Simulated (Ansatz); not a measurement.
# BF3H3N: the cost of one run

All numbers below are computed with Ansatz 0.2.0 (RKS B3LYP-D4/def2-SVP).

### 1 The starting structure

Bond lengths: B1–F2 1.681 Å, B1–F3 1.310 Å, B1–F4 1.310 Å, B1–N6 1.801 Å, N6–H7 1.007 Å, N6–H8 1.007 Å. Angles: F2–B1–F3 108.8°, F2–B1–F4 108.9°, F2–B1–N6 81.9°, F3–B1–F4 121.1°, F3–B1–N6 114.1°, F4–B1–N6 114.7°, B1–N6–H7 115.0°, B1–N6–H8 115.4°, H7–N6–H8 112.2°.

Coordinates:

```xyz
8

B    -0.3820    0.2651   -0.7359
F     0.9197   -0.7442   -1.0737
F    -1.4890   -0.3421   -1.0844
F    -0.1080    1.4714   -1.1672
H     0.9498   -0.7282    0.1345
N     0.1332   -0.0626    0.9581
H    -0.5247   -0.5892    1.5094
H     0.5010    0.7299    1.4593
```

### 2 A restrained relaxation towards end A

Springs on the bonds that form and break draw the guess towards this end; the thresholds are loose.

Input file input.yaml:

```yaml
crystal:
  periodic: [false, false, false]
  atoms:
    - { symbol: B, position_ang: [-0.382, 0.2651, -0.7359] }
    - { symbol: F, position_ang: [0.9197, -0.7442, -1.0737] }
    - { symbol: F, position_ang: [-1.489, -0.3421, -1.0844] }
    - { symbol: F, position_ang: [-0.108, 1.4714, -1.1672] }
    - { symbol: H, position_ang: [0.9498, -0.7282, 0.1345] }
    - { symbol: "N", position_ang: [0.1332, -0.0626, 0.9581] }
    - { symbol: H, position_ang: [-0.5247, -0.5892, 1.5094] }
    - { symbol: H, position_ang: [0.501, 0.7299, 1.4593] }
basis:
  gaussian: { orbitals: def2-SVP }
hamiltonian:
  xc: b3lyp
  dispersion: d4
relax:
  f_tol: 0.15
  max_steps: 25
  restrain:
    - { distance: [0, 5], at: 2.85, k: 30.0 }
    - { distance: [4, 1], at: 2.18, k: 30.0 }
    - { distance: [0, 1], at: 1.41, k: 30.0 }
    - { distance: [4, 5], at: 1.02, k: 30.0 }
```

Started as:

```sh
> ansatz run input.yaml --threads 2 --pin off --max-ram 3072MiB --backend cpu --events-out ev --progress --plain --runs-dir out
```

**Question.** How long does this run take on 2 threads of Arm Neoverse V1, shared host, and how much memory does it need?

About 13 s, with a peak of 0.16 GiB.
